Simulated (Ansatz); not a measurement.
**ClFHSeSn radical: a ladder of functionals and wavefunction methods**

How much do the methods differ for ClFHSeSn radical? The plan is to run it at one geometry with functionals of several rungs and with coupled cluster, and see how far each lands from CCSD(T) at the basis-set limit for the atomisation energy.

The runs use Ansatz 0.2.0, Gaussian basis; functionals in def2-TZVPP, the program's frozen cores in correlated methods.

The runs, in order: LDA (SPW92), PBE-D4, revPBE-D4, BLYP-D4, r2SCAN-D4, B97M-V, PBE0-D4, B3LYP-D4, r2SCANh-D4, r2SCAN0-D4, HSE06-D4, BHLYP-D4, CAM-B3LYP-D4, LC-ωPBE, ωB97X-V, ωB97M-V, B2PLYP, PBE-QIDH; CCSD(T)/def2-SVP; CCSD(T)/def2-TZVPP; MP2/def2-QZVPP; extrapolation to the limit; RPA on PBE.

## Step 1: The geometry

The geometry comes from an earlier relaxation with PBE0-D4 in a triple-zeta def2 set; it is a stationary point. Sn takes the def2 core potential; no spin-orbit term is included.

SMILES `[F][Sn]([Cl])[SeH]`, 5 atoms, charge 0, spin multiplicity 2.

Atoms are counted from 1 here; the program's logs count them from 0.

Bond lengths: F1–Sn2 1.927 Å, Sn2–Cl3 2.338 Å, Sn2–Se4 2.562 Å, Se4–H5 1.471 Å. Angles: F1–Sn2–Cl3 104.7°, F1–Sn2–Se4 105.9°, Cl3–Sn2–Se4 108.8°, Sn2–Se4–H5 88.7°.

## Step 2: LDA

This LDA is Slater exchange with PW92 correlation.

in.yaml

```yaml
crystal:
  periodic: [false, false, false]
  atoms:
    - {symbol: F, position_ang: [-1.538790, 0.949484, -0.641617]}
    - {symbol: Sn, position_ang: [0.129414, 0.020826, -0.905008]}
    - {symbol: Cl, position_ang: [-0.490733, -2.125529, -1.595623]}
    - {symbol: Se, position_ang: [1.214870, -0.140253, 1.409673]}
    - {symbol: H, position_ang: [0.735038, 1.221774, 1.691274]}
basis:
  gaussian: {orbitals: def2-TZVPP}
magnetization: {spin_polarized: true, initial_magnetization: 1}
hamiltonian: {xc: lda}
output: {orbitals: {seedname: orbitals}}
```

The run is started by

```bash
ansatz run in.yaml --threads 2 --pin off --events-out ev --progress --plain --max-ram 22528MiB --backend cpu
```

The runs that follow: PBE-D4 (GGA); revPBE-D4 (GGA); BLYP-D4 (GGA); r2SCAN-D4 (meta-GGA); B97M-V (meta-GGA); PBE0-D4 (hybrid); B3LYP-D4 (hybrid); r2SCANh-D4 (hybrid); r2SCAN0-D4 (hybrid); HSE06-D4 (hybrid); BHLYP-D4 (hybrid); CAM-B3LYP-D4 (range-separated); LC-ωPBE (range-separated); ωB97X-V (range-separated); ωB97M-V (range-separated); B2PLYP (double hybrid); PBE-QIDH (double hybrid); CCSD(T) in def2-SVP; CCSD(T) in def2-TZVPP; MP2 in def2-QZVPP; RPA on PBE orbitals.

Q: Predict the results of all the runs planned. Wanted: atomisation energy, CCSD(T)/CBS; farthest beyond LDA; mean size of error, GGA; mean size of error, meta-GGA; mean size of error, hybrid; mean size of error, range-separated; mean size of error, double hybrid; gap, smallest and largest; T1 diagnostic.

As calculated:

```
                               quantity                                     value
        atomisation energy, CCSD(T)/CBS                             1331.0 kJ/mol
 functionals within 13.3 kJ/mol (1.0 %)               BLYP-D4, r2SCAN-D4, ωB97X-V
                    farthest beyond LDA                   BHLYP-D4 (-96.0 kJ/mol)
                mean size of error, GGA                               18.0 kJ/mol
           mean size of error, meta-GGA                               12.6 kJ/mol
             mean size of error, hybrid                               38.6 kJ/mol
    mean size of error, range-separated                               30.2 kJ/mol
      mean size of error, double hybrid                               48.7 kJ/mol
              gap, smallest and largest  0.53 eV (LDA (SPW92)), 7.14 eV (LC-ωPBE)
                          T1 diagnostic                                    0.0158
triples share of the correlation energy                                     3.5 %
```

The LDA atomisation energy is off by 252.5 kJ/mol (19 %): it overbinds. PBE-D4 is off by +36.8 kJ/mol. Double hybrids carry the basis error of their MP2 part in triple zeta, and no dispersion term here, so their miss is partly the set-up's. By mean error the best rung here is meta-GGA (12.6 kJ/mol) and the worst beyond LDA is double hybrid (48.7 kJ/mol). The gap between the best rungs is small, so their order is not settled. Misses under about 13.3 kJ/mol are within the doubt on the reference itself, which lacks core-valence correlation, spin-orbit coupling and higher excitations, and its outer-core shells are covered unevenly. All levels share the lack of spin-orbit coupling, which lowers the free heavy atoms and so the true binding. Hartree-Fock recovers 63 % of the binding; the rest is correlation. CCSD(T) in def2-SVP is off by -175.1 kJ/mol, so the small basis spoils what the method gains. The gap grows from 0.5 to 7.1 eV across the functionals, mostly with the share of exact exchange. Correlated methods include outer-core shells of Se, Sn, which these sets cover unevenly.
